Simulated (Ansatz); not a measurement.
**C6H18GaN3: small, medium and large basis sets**

One table from this session's results is given with a row withheld; the runs are named, their logs left out.

The runs use Ansatz 0.2.0, Gaussian basis; one geometry, several basis sets.

Levels to be run: PBE0-D4/def2-SVP; ωB97M-V/def2-SVP; PBE0-D4/def2-QZVPP; ωB97M-V/def2-QZVPP; the functionals' def2-TZVPP values are taken from earlier runs.

## The relaxed structure

The geometry comes from an earlier relaxation with PBE0-D4 in a triple-zeta def2 set; it is a stationary point, not always the lowest conformer.

SMILES `C[N](C)[Ga]([N](C)C)[N](C)C`, 28 atoms, charge 0, spin multiplicity 1.

Atoms are counted from 1 here; the program's logs count them from 0.

Bond lengths: C1–N2 1.437 Å, C1–H11 1.102 Å, C1–H12 1.092 Å, C1–H13 1.101 Å, N2–C3 1.437 Å, N2–Ga4 1.825 Å, C3–H14 1.101 Å, C3–H15 1.102 Å, C3–H16 1.092 Å, Ga4–N5 1.825 Å, Ga4–N8 1.825 Å, N5–C6 1.437 Å, N5–C7 1.437 Å, C6–H17 1.101 Å, C6–H18 1.092 Å, C6–H19 1.102 Å, C7–H20 1.102 Å, C7–H21 1.092 Å and more. Angles: N2–C1–H11 112.1°, N2–C1–H12 111.0°, N2–C1–H13 111.6°, H11–C1–H12 107.7°, H11–C1–H13 106.9°, H12–C1–H13 107.3°, C1–N2–C3 113.2°, C1–N2–Ga4 123.4°, C3–N2–Ga4 123.4°, N2–C3–H14 111.5°, N2–C3–H15 112.1°, N2–C3–H16 111.0°, H14–C3–H15 106.9°, H14–C3–H16 107.4°, H15–C3–H16 107.7°, N2–Ga4–N5 120.0°, N2–Ga4–N8 120.0°, N5–Ga4–N8 120.0° and more.

Set-up of the first run:

in.yaml reads:

```yaml
crystal:
  periodic: [false, false, false]
  atoms:
    - {symbol: C, position_ang: [-1.720497, -1.948145, -1.235676]}
    - {symbol: N, position_ang: [-0.740180, -1.652946, -0.226938]}
    - {symbol: C, position_ang: [-0.399909, -2.790424, 0.582889]}
    - {symbol: Ga, position_ang: [-0.000908, 0.000175, 0.001844]}
    - {symbol: N, position_ang: [-0.917882, 1.490045, -0.518880]}
    - {symbol: C, position_ang: [-2.351593, 1.548133, -0.600228]}
    - {symbol: C, position_ang: [-0.278780, 2.722952, -0.889267]}
    - {symbol: N, position_ang: [1.656897, 0.163086, 0.748089]}
    - {symbol: C, position_ang: [2.097334, 1.338634, 1.447794]}
    - {symbol: C, position_ang: [2.653474, -0.871180, 0.694356]}
    - {symbol: H, position_ang: [-2.674832, -2.283946, -0.799660]}
    - {symbol: H, position_ang: [-1.926602, -1.069807, -1.850783]}
    - {symbol: H, position_ang: [-1.378545, -2.748550, -1.910279]}
    - {symbol: H, position_ang: [-1.284875, -3.204196, 1.091225]}
    - {symbol: H, position_ang: [0.037084, -3.607217, -0.013476]}
    - {symbol: H, position_ang: [0.322484, -2.519261, 1.355584]}
    - {symbol: H, position_ang: [-2.761346, 2.341486, 0.044315]}
    - {symbol: H, position_ang: [-2.800697, 0.605191, -0.281527]}
    - {symbol: H, position_ang: [-2.699952, 1.756735, -1.624375]}
    - {symbol: H, position_ang: [-0.568780, 3.554558, -0.227482]}
    - {symbol: H, position_ang: [0.808298, 2.628705, -0.848190]}
    - {symbol: H, position_ang: [-0.543734, 3.023827, -1.914909]}
    - {symbol: H, position_ang: [2.391422, 1.106407, 2.483327]}
    - {symbol: H, position_ang: [1.303669, 2.087163, 1.494691]}
    - {symbol: H, position_ang: [2.970646, 1.805074, 0.964574]}
    - {symbol: H, position_ang: [3.576459, -0.518868, 0.207882]}
    - {symbol: H, position_ang: [2.294553, -1.732225, 0.126807]}
    - {symbol: H, position_ang: [2.936780, -1.225428, 1.698291]}
basis:
  gaussian: {orbitals: def2-SVP}
hamiltonian: {xc: pbe0, dispersion: d4}
output: {orbitals: {seedname: orbitals}}
```

Among the steps run: PBE0-D4 in def2-SVP; ωB97M-V in def2-SVP; PBE0-D4 in def2-QZVPP; ωB97M-V in def2-QZVPP.

One table of the session follows, with a row left open; its other results are not shown here.

It belongs to the step «Functionals by basis». 

```
functional       basis  HOMO (eV)  LUMO (eV)
   PBE0-D4    def2-SVP      -5.63       0.72
   PBE0-D4  def2-TZVPP      -5.75       0.46
   PBE0-D4  def2-QZVPP      -5.78       0.20
   ωB97M-V    def2-SVP      -7.92       2.40
   ωB97M-V  def2-TZVPP          ?          ?
   ωB97M-V  def2-QZVPP      -8.06       1.43
```

**Question.** Estimate the row for ωB97M-V, def2-TZVPP.

As computed: HOMO (eV): -8.04; LUMO (eV): 2.04. In the column «HOMO (eV)» it lies between ωB97M-V, def2-QZVPP (-8.06) and ωB97M-V, def2-SVP (-7.92).
